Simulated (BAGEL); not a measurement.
# [BF4]− (SMILES F[B-](F)(F)F): PBE0/def2-SVPD (density fitting with qzvpp-jkfit)

Aim: the energy change on altering one bond length of [BF4]− at PBE0/def2-SVPD (density fitting with qzvpp-jkfit), from 2 runs. 

The results are computed with BAGEL 1.2.2.

3 further runs of the same task are left out: 1 that didn't finish, 2 set aside as unsound or not needed.

### 1 The structure to begin with

The species is [BF4]− (5 atoms), meant as a singlet with charge -1. As SMILES, `F[B-](F)(F)F`. The coordinates come from a GFN2-xTB relaxation.

Bond lengths: B1–F2 1.390 Å, B1–F3 1.390 Å, B1–F4 1.390 Å, B1–F5 1.390 Å. Angles: F2–B1–F3 109.5°, F2–B1–F4 109.4°, F2–B1–F5 109.5°, F3–B1–F4 109.4°, F3–B1–F5 109.5°, F4–B1–F5 109.5°.

### 2 The energy at PBE0/def2-SVPD (density fitting with qzvpp-jkfit)

Contents of input.json:

```json
{ "bagel": [

{
  "title": "molecule",
  "basis": "def2-svpd.json",
  "df_basis": "qzvpp-jkfit",
  "angstrom": true,
  "geometry": [
    { "atom": "B", "xyz": [       0.000220,      -0.000290,      -0.000010 ] },
    { "atom": "F", "xyz": [       0.010510,      -0.018630,       1.389730 ] },
    { "atom": "F", "xyz": [       1.306820,       0.011170,      -0.473790 ] },
    { "atom": "F", "xyz": [      -0.662480,       1.138520,      -0.442770 ] },
    { "atom": "F", "xyz": [      -0.655070,      -1.130770,      -0.473170 ] }
  ]
},

{
  "title": "ks",
  "xc_func": "pbe0",
  "charge": -1
},

{
  "title": "print",
  "file": "orbitals.molden",
  "orbitals": true
}

]}
```

The basis set def2-SVPD is read from a file made from the Basis Set Exchange's data (not shown).

Command:

```sh
BAGEL_NUM_THREADS=1 BAGEL input.json > input.out
```

The log of the run:

```text
* using 1 threads per process

  ===============================================================
  ===============================================================

  *** Geometry ***

  { "atom" : "B", "xyz" : [      0.000416,     -0.000548,     -0.000019 ] },
  { "atom" : "F", "xyz" : [      0.019861,     -0.035206,      2.626209 ] },
  { "atom" : "F", "xyz" : [      2.469532,      0.021108,     -0.895333 ] },
  { "atom" : "F", "xyz" : [     -1.251906,      2.151491,     -0.836714 ] },
  { "atom" : "F", "xyz" : [     -1.237903,     -2.136846,     -0.894162 ] },

  Number of auxiliary basis functions:      383

  Since a DF basis is specified, we compute 2- and 3-index integrals:
    o Being stored without compression. Storage requirement is 0.038 GB

  Number of basis functions:      112
  Number of electrons      :       41

    * METHOD: MOLECULE                             0.16

  *** Kohn-Sham DFT ***

    * Removing 8849 points whose weight is below 1.00e-10
    * Grid points: 65681

  === Nuclear Repulsion ===
   181.8453382141

       - DIIS with orbital gradients will be used.

  === KS iteration (pbe0 / def2-svpd.json) ===
      0       -398.00789229          0.12042091           0.28
      1       -363.24162492          0.18384670           0.27
      2       -407.49325665          0.11492594           0.27
      3       -422.69087621          0.04289921           0.27
      4       -423.65810855          0.01719978           0.27
      5       -423.79782870          0.00734289           0.27
      6       -423.82256675          0.00311690           0.27
      7       -423.82672257          0.00148374           0.28
      8       -423.82789612          0.00007255           0.28
      9       -423.82789967          0.00002124           0.28
     10       -423.82789996          0.00000102           0.28
     11       -423.82789996          0.00000042           0.28
     12       -423.82789996          0.00000034           0.27
     13       -423.82789996          0.00000005           0.27
     14       -423.82789996          0.00000002           0.27
     15       -423.82789996          0.00000000           0.27
    * SCF iteration converged.

    * Permanent dipole moment:
           (   -0.000542,     0.001078,     0.000066) a.u.

    * METHOD: KS                                   4.71

    * METHOD: PRINT                                0.03

  ===============================================================
```

Run time: 5.1 s. Hardware: 1 thread of Arm Neoverse V1, shared host; peak memory 0.36 GiB.

### 3 The distorted shape, same level

Contents of dft.json:

```json
{ "bagel": [

{
  "title": "molecule",
  "basis": "def2-svpd.json",
  "df_basis": "qzvpp-jkfit",
  "angstrom": "true",
  "geometry": [
    { "atom": "B", "xyz": [       0.199031,      -0.341935,       0.132819 ] },
    { "atom": "F", "xyz": [       0.209321,      -0.360275,       1.522559 ] },
    { "atom": "F", "xyz": [       1.505631,      -0.330475,      -0.340961 ] },
    { "atom": "F", "xyz": [      -0.662480,       1.138520,      -0.442770 ] },
    { "atom": "F", "xyz": [      -0.456259,      -1.472415,      -0.340341 ] }
  ]
},

{
  "title": "ks",
  "xc_func": "pbe0",
  "charge": -1
},

{
  "title": "print",
  "file": "orbitals.molden",
  "orbitals": "true"
}

]}
```

The basis set def2-SVPD is read from a file made from the Basis Set Exchange's data (not shown).

Command:

```sh
BAGEL_NUM_THREADS=1 BAGEL dft.json > dft.out
```

The log of the run:

```text
* using 1 threads per process

  ===============================================================
  ===============================================================

  *** Geometry ***

  { "atom" : "B", "xyz" : [      0.376114,     -0.646164,      0.250992 ] },
  { "atom" : "F", "xyz" : [      0.395559,     -0.680821,      2.877220 ] },
  { "atom" : "F", "xyz" : [      2.845230,     -0.624507,     -0.644323 ] },
  { "atom" : "F", "xyz" : [     -1.251906,      2.151491,     -0.836714 ] },
  { "atom" : "F", "xyz" : [     -0.862205,     -2.782461,     -0.643151 ] },

  Number of auxiliary basis functions:      383

  Since a DF basis is specified, we compute 2- and 3-index integrals:
    o Being stored without compression. Storage requirement is 0.038 GB

  Number of basis functions:      112
  Number of electrons      :       41

    * METHOD: MOLECULE                             0.16

  *** Kohn-Sham DFT ***

    * Removing 8260 points whose weight is below 1.00e-10
    * Grid points: 66270

  === Nuclear Repulsion ===
   170.2920949672

       - DIIS with orbital gradients will be used.

  === KS iteration (pbe0 / def2-svpd.json) ===
      0       -397.70092177          0.11426327           0.30
      1       -372.51407863          0.17101440           0.29
      2       -407.07542059          0.11013457           0.29
      3       -423.25175516          0.02851867           0.28
      4       -423.66260808          0.01541676           0.28
      5       -423.76279649          0.00714676           0.28
      6       -423.77269674          0.00565238           0.28
      7       -423.78802409          0.00222054           0.28
      8       -423.79033065          0.00078161           0.28
      9       -423.79065686          0.00006491           0.28
     10       -423.79065915          0.00001084           0.28
     11       -423.79065921          0.00000184           0.28
     12       -423.79065921          0.00000140           0.28
     13       -423.79065921          0.00000035           0.27
     14       -423.79065921          0.00000010           0.27
     15       -423.79065921          0.00000003           0.28
     16       -423.79065921          0.00000001           0.28
     17       -423.79065921          0.00000000           0.28
    * SCF iteration converged.

    * Permanent dipole moment:
           (   -0.365556,     0.628302,    -0.243849) a.u.

    * METHOD: KS                                   5.40

    * METHOD: PRINT                                0.03

  ===============================================================
```

Wall time 5.7 s (1 thread of Arm Neoverse V1, shared host); peak memory 0.36 GiB.

### 4 Outcome

At PBE0/def2-SVPD (density fitting with qzvpp-jkfit):

| quantity | value |
| --- | --- |
| first shape: total energy | -423.82790 Eh |
| first shape: HOMO energy | -4.82 eV |
| first shape: LUMO energy | 5.09 eV |
| first shape: HOMO–LUMO gap (to an unbound level, set by the basis) | 9.91 eV |
| distorted shape: total energy | -423.79066 Eh |
| distorted shape: HOMO energy | -4.21 eV |
| distorted shape: LUMO energy | 4.86 eV |
| distorted shape: HOMO–LUMO gap (to an unbound level, set by the basis) | 9.07 eV |
| energy change with the B1–F4 bond stretched from 1.390 to 1.807 Å | 1.013 eV |

With the B1–F4 bond stretched from 1.390 to 1.807 Å the energy rises by 1.01 eV (23 kcal/mol). The first shape isn't relaxed at this level, so the change isn't measured from a minimum.
